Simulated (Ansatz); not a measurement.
# GeAsH₂ (doublet): from Hartree-Fock to the top rungs, cc-pVTZ

The task here is to estimate one member of a computed series from the others.

Method: cc-pVTZ, core rule «outside noble gas», up to 28 orbitals frozen; program: Ansatz 0.2.0, Gaussian basis.

To be run: UHF; CCSD(T) on ROHF; CCSD(T) on UHF; BCCD(T) on ROHF; CCSDT(Q) on ROHF; CCSDT(Q) on UHF; CASSCF and MRCISD+Q, 11 electrons in 10 orbitals; CASSCF and NEVPT2, 11 electrons in 10 orbitals.

5 further runs of the same task are left out: 5 set aside as unsound or not needed.

## What is computed

The geometry is a PBE0/def2-TZVP stationary point (not a proven minimum). No spin-orbit coupling is included. The filled d shell of Ge, As may be among the frozen orbitals whatever the setting's name suggests; the logs give the count.

4 atoms, charge 0, spin multiplicity 2.

Atoms are counted from 1 here; the program's logs count them from 0.

Bond lengths: Ge1–As2 2.290 Å, As2–H3 1.504 Å, As2–H4 1.504 Å. Angles: Ge1–As2–H3 128.7°, Ge1–As2–H4 128.7°, H3–As2–H4 102.6°.

The first run:

in.yaml reads:

```yaml
crystal:
  periodic: [false, false, false]
  atoms:
    - {symbol: Ge, position_ang: [0.000000, 0.000000, 1.190725]}
    - {symbol: As, position_ang: [0.000000, 0.000000, -1.099578]}
    - {symbol: H, position_ang: [0.000000, 1.174203, -2.039879]}
    - {symbol: H, position_ang: [0.000000, -1.174203, -2.039879]}
basis:
  gaussian: {orbitals: cc-pVTZ}
magnetization: {spin_polarized: true, initial_magnetization: 1}
hamiltonian: {xc: hf}
output: {orbitals: {seedname: orbitals}}
```

Command:

```sh
$ ansatz run in.yaml --threads 1 --pin off --events-out ev --progress --plain --max-ram 4096MiB --backend cpu
```

Among the steps run: UHF; CCSD(T) on ROHF; CCSD(T) on UHF; BCCD(T) on ROHF; CCSDT(Q) on ROHF; CCSDT(Q) on UHF; CASSCF and MRCISD+Q, 11 electrons in 10 orbitals; CASSCF and NEVPT2, 11 electrons in 10 orbitals.

One table of the session follows, with a row left open; its other results are not shown here.

| method | from UCCSDT(Q) (meV) |
| --- | --- |
| ROHF | +7375.3 |
| UHF | +7248.9 |
| RMP2 | +1288.4 |
| UMP2 | +1319.4 |
| RCCSD | +417.6 |
| UCCSD | +410.8 |
| RCCSD(T) | +69.1 |
| UCCSD(T) | +68.9 |
| BCCD(T) | +68.0 |
| RCCSDT | +28.1 |
| UCCSDT | +24.9 |
| RCCSDT(Q) | ? |
| UCCSDT(Q) | 0 |
| CASSCF valence | +5370.3 |
| NEVPT2 valence | +1209.1 |
| MRCISD valence | +541.0 |
| MRCISD+Q valence | +83.0 |

Estimate the missing values for RCCSDT(Q).

**Answer.** from UCCSDT(Q) (meV): +4.6. In the column «from UCCSDT(Q) (meV)» it lies between UCCSDT(Q) (0) and UCCSDT (+24.9).

With the free atoms at the same levels and basis (separate runs), the atomisation energy is 7.715 eV at UCCSDT(Q), 7.708 eV at RCCSD(T), 7.679 eV at UCCSD(T), 4.739 eV at ROHF.

Limits of these values: Restricted and unrestricted rows rest on different reference determinants; where their highest levels disagree by more than a few hundredths of an eV, they describe different states and don't form one ladder.
